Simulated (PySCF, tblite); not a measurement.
**C₆H₄OS: infrared bands and NMR shifts**

What infrared bands and NMR shifts should C₆H₄OS (`c1cc2sccc2o1`) show?

The runs use tblite 0.8.0 and PySCF 2.14.0, with density-fitted response routines of our own; the level of theory stands in each step. All values are computed, except where a source is named. Atoms count from 0, in the outputs and in this text.

## Step 1: Starting geometry

12 atoms, charge 0, multiplicity 1; geometry from: GFN2-xTB.

Bonds of the start (Å): C0–C1 1.36, C1–C2 1.41, C2–S3 1.72, S3–C4 1.74, C4–C5 1.36, C5–C6 1.41, C6–O7 1.35, O7–C0 1.35, C6–C2 1.39, C0–H8 1.07, C1–H9 1.07, C4–H10 1.07, C5–H11 1.07.

## Step 2: Vibrational analysis with GFN2-xTB

What the job is given:

```
{"job": {"kind": "ir", "xc": "GFN2-xTB", "basis": "xTB"}, "charge": 0, "multiplicity": 1}
C     -1.994131    -0.614982    -0.176765
C     -1.701232     0.633622     0.284040
C     -0.289033     0.700225     0.268475
S      1.030404     1.747962     0.624988
C      2.148991     0.514773     0.130549
C      1.564565    -0.638350    -0.286416
C      0.160325    -0.528362    -0.205886
O     -0.884511    -1.330587    -0.477575
H     -2.936023    -1.102413    -0.332680
H     -2.392660     1.390658     0.588823
H      3.196896     0.732271     0.183250
H      2.097608    -1.505502    -0.626830
```

**Question.** This job is followed by: GIAO PBE0/pcSseg-1 NMR shielding, non-relativistic, gas phase. Predict these results of the whole session: strongest single infrared mode (GFN2-xTB); zero-point energy (GFN2-xTB); 13C shifts against TMS (PBE0/pcSseg-1); 1H shifts against TMS (PBE0/pcSseg-1); 33S shifts against CS2 (PBE0/pcSseg-1); 17O shifts against H2O (PBE0/pcSseg-1).

**Answer**, as computed:

| quantity | value |
| --- | --- |
| strongest single infrared mode (GFN2-xTB) | 1490 cm⁻¹, 75 km/mol |
| zero-point energy (GFN2-xTB) | 51.3 kcal/mol |
| 13C shifts against TMS (PBE0/pcSseg-1) | 163.9, 150.1, 136.2, 132.3, 114.8, 112.5 ppm |
| 1H shifts against TMS (PBE0/pcSseg-1) | 7.66, 7.16, 7.11, 6.98 ppm |
| 33S shifts against CS2 (PBE0/pcSseg-1) | 136 ppm |
| 17O shifts against H2O (PBE0/pcSseg-1) | 267.8 ppm |

**Reading.** No mode is imaginary among the 30: a minimum at this level. The strongest single mode, at 1490 cm⁻¹, is spread over several atoms, C0, C5, C4, C1 among them. GFN2-xTB is a fitted tight-binding method: band positions and strengths are rough. Its intensities can rank the bands wrongly. At PBE0/pcSseg-1: The largest span, 346 ppm, is at O7, where the paramagnetic term is -329 ppm. NICS(1)zz of -24 ppm above the planar ring from C0 marks a diatropic (aromatic) ring current. NICS(1)zz of -24 ppm above the planar ring from C2 marks a diatropic (aromatic) ring current.
